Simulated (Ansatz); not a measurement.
**BiTe: energy and pressure over a range of volumes**

An exercise on one series of results from a longer session: the logs are not shown, and one member is left open.

Program: Ansatz 0.2.0. Level of theory: DFT LDA, scalar-relativistic. These are calculated values, not measurements.

### The structure to begin with

It takes space group Fm-3m (No. 225, cubic). The conventional cell has a = 6.470 Å, b = 6.470 Å, c = 6.470 Å, α = 90.00°, β = 90.00°, γ = 90.00°. Bi (site symmetry m-3m) has 6 Te at 3.23 Å as nearest neighbours. Around Te (site symmetry m-3m) lie 6 Bi at 3.23 Å.

Coordinates:

```cif
data_structure
_symmetry_space_group_name_H-M 'P 1'
_symmetry_Int_Tables_number 1
_cell_length_a 4.5750
_cell_length_b 4.5750
_cell_length_c 4.5750
_cell_angle_alpha 60.000
_cell_angle_beta 60.000
_cell_angle_gamma 60.000
_cell_volume 67.71
loop_
_atom_site_label
_atom_site_type_symbol
_atom_site_fract_x
_atom_site_fract_y
_atom_site_fract_z
_atom_site_occupancy
Bi1 Bi 0.00000 0.00000 0.00000 1
Te1 Te 0.50000 0.50000 0.50000 1
```

The structure is an experimental refinement, used without relaxation.

Atoms are numbered in the order of the input: Bi1, Te2.

The first run:

input.yaml reads:

```yaml
crystal:
  lattice:
    - [0.0, 3.1689610617, 3.1689610617]
    - [3.1689610617, 0.0, 3.1689610617]
    - [3.1689610617, 3.1689610617, 0.0]
  atoms:
    - { symbol: Bi, position: [0.0, 0.0, 0.0] }
    - { symbol: Te, position: [0.5, 0.5, 0.5] }
kpoints:
  mp_grid: { grid: [10, 10, 10] }
  band_path:
    path:
      - [0.0, 0.0, 0.0]
      - [0.5, 0.0, 0.5]
      - [0.625, 0.25, 0.625]
      - [0.375, 0.375, 0.75]
      - [0.0, 0.0, 0.0]
      - [0.5, 0.5, 0.5]
      - [0.5, 0.25, 0.75]
      - [0.5, 0.0, 0.5]
    npoints: 5
scf:
  occupations: { method: fermi_dirac, width: 0.08 }
hamiltonian:
  xc: lda
  pseudopotentials: { kind: all_electron, lapw: { basis_error: 0.0005 } }
output:
  forces: true
  stress: true
  eigenvalues: true
```

Launch:

```bash
> ansatz run input.yaml --threads 1 --pin off --max-ram 3072MiB --backend cpu --events-out ev --progress --plain --runs-dir out
```

Among the steps run: Volume × 0.94, LAPW; Volume × 0.94, PAW; Volume × 0.94, crystal datasets; Volume × 0.98, LAPW; Volume × 0.98, PAW; Volume × 0.98, crystal datasets; Volume × 1.01, LAPW; Volume × 1.01, PAW; Volume × 1.01, crystal datasets; Volume × 1.04, LAPW; Volume × 1.04, PAW; Volume × 1.04, crystal datasets.

One of the session's tables, all rows but one given; the rest of the session is left out.

```
          method  volume (Å³/atom)  pressure (GPa)
            LAPW            31.824            0.39
            LAPW            33.178           -1.84
            LAPW            33.855           -2.77
            LAPW            34.194           -3.20
            LAPW            35.209           -4.34
             PAW            31.824            0.37
             PAW            33.178           -1.86
             PAW            33.855           -2.79
             PAW            34.194               ?
             PAW            35.209           -4.35
crystal datasets            31.824            0.39
crystal datasets            33.178           -1.84
crystal datasets            33.855           -2.77
crystal datasets            34.194           -3.20
crystal datasets            35.209           -4.34
```

Q: Estimate the row for PAW, 34.194 from the others.

As computed: pressure (GPa): -3.22. In the column «pressure (GPa)» it lies between crystal datasets, 35.209 (-4.34) and LAPW, 34.194 (-3.20).

Limits of these values: Warnings in the runs' records: gradients without spin orbit, crystal datasets made.
